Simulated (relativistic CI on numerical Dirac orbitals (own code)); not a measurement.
# Ti: the cost of one run

The numbers are computed with relativistic CI on numerical Dirac orbitals (own code) version 3 (charge-transfer multiplet model of a cubic metal-ligand cluster with up to 2 ligand holes, Slater and spin-orbit integrals from Dirac-Coulomb-Breit ions, Slater integrals scaled by 0.7), except any that are marked as measured or tabulated.

### 1 What is computed

```
ion                  : Ti²⁺ (Ti III)
nuclear charge       : 22
electrons            : 20
d electrons          : 2
ligand holes at most : 2
parameters           : in eV; Veg, Vt2g hoppings, tenDq and tenDqL metal and ligand splittings (negative tenDq: tetrahedral), red the scaling of hopping with a core hole
temperature          : 20 K
widths               : Lorentz 1.1 eV, Gauss 0.6 eV
```

### 2 Delta = 5.4 eV

Settings, as recorded:

```ini
cluster ion=Ti2+ d2 ligand_holes=2 slater_scale=0.7
Delta=5.4 Udd=5.2 Upd=6.3 tenDq=-0.3 tenDqL=0 Veg=0.68 Vt2g=-1.15 red=1
spectrum xps 1s T=20 lorentz=1.1 gauss=0.6
```

Launch:

```console
python run_levels.py task.json out
```

task.json lists these runs, among others, and the program works through them in turn.

Q: Estimate wall time and peak memory on 1 thread of Neoverse-V1, shared host.

About 6.3 s, with a peak of 0.21 GiB.
